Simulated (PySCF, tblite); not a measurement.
# C5H10NOSi radical: geometry, infrared bands and EPR parameters

Aim: predict the infrared bands and EPR parameters of C5H10NOSi radical (`C[C@@H]1C[CH][SiH2]N1C=O`).

Programs: tblite 0.8.0 and PySCF 2.14.0, with density-fitted response routines of our own. Each step states its level of theory. These are calculated values for one molecule in the gas phase, unless marked as measured. Atoms are numbered from 0 throughout.

## (1) Starting geometry

18 atoms, charge 0, multiplicity 2; geometry from: force field or distance geometry start.

Bonds of the start (Å): C0–C1 1.52, C1–C2 1.46, C2–C3 1.49, C3–Si4 1.87, Si4–N5 1.80, N5–C6 1.43, C6–O7 1.25, N5–C1 1.41, C0–H8 1.09, C0–H9 1.10, C0–H10 1.13, C1–H11 1.13, C2–H12 1.11, C2–H13 1.10, C3–H14 1.12, Si4–H15 1.45, Si4–H16 1.45, C6–H17 1.07.

## (2) Geometry optimisation with GFN2-xTB

Job settings and geometry (Å):

```
{"job": {"kind": "relax", "xc": "GFN2-xTB", "basis": "xTB"}, "charge": 0, "multiplicity": 2}
C      1.675700     0.701500    -0.541200
C      0.617100     0.140000     0.392000
C      0.750100    -1.309100     0.376400
C     -0.536700    -2.044100     0.227600
Si    -1.565400    -0.743100    -0.638600
N     -0.682200     0.629400     0.124800
C     -1.268000     1.909700     0.359400
O     -2.457200     2.093600     0.021700
H      1.368700     1.683600    -0.892400
H      2.639600     0.798900    -0.024000
H      1.835900     0.006300    -1.414100
H      0.912300     0.519600     1.412800
H      1.437600    -1.615200    -0.445200
H      1.237800    -1.665100     1.298700
H     -1.012800    -2.279500     1.215600
H     -1.328700    -0.723100    -2.068500
H     -2.958800    -0.765600    -0.246700
H     -0.673900     2.668600     0.830000
```

Command:

```console
$ OMP_NUM_THREADS=1 python probes_run.py task.json out
```

One launch serves the whole session: the jobs run in the order shown.

**Question.** This job is followed by: GFN2-xTB harmonic vibrations, gas phase; UKS B3LYP, pcH-1 on C H N O Si, non-relativistic, mean-field spin-orbit, GIAO. What will the session give for the following? strongest single infrared mode (GFN2-xTB); zero-point energy (GFN2-xTB); g(iso) (B3LYP); ⟨S²⟩; largest a(iso) (averaged by class); surface potential, 1st and 99th percentile.

**Answer**, as computed:

| quantity | value |
| --- | --- |
| strongest single infrared mode (GFN2-xTB) | 1734 cm⁻¹, 611 km/mol |
| zero-point energy (GFN2-xTB) | 86.7 kcal/mol |
| g(iso) (B3LYP) | 2.00277 |
| ⟨S²⟩ | 0.754 (exact 0.75) |
| largest a(iso) (averaged by class) | 1H on H13, 158.5 MHz |
| surface potential, 1st and 99th percentile | -2.03 V and 1.41 V |

Over 127 steps the energy fell by 1.530 eV; of the close pairs, N5–C6 changed most, 1.427 to 1.331 Å. No mode is imaginary among the 48: a minimum at this level. The strongest single mode, at 1734 cm⁻¹, moves mainly C6 and O7. GFN2-xTB is a fitted tight-binding method: band positions and strengths are rough. Its intensities can rank the bands wrongly. C3 carries the largest spin population, 1.00 e. The isotropic g lies 0.4 ppt above the free-electron value.
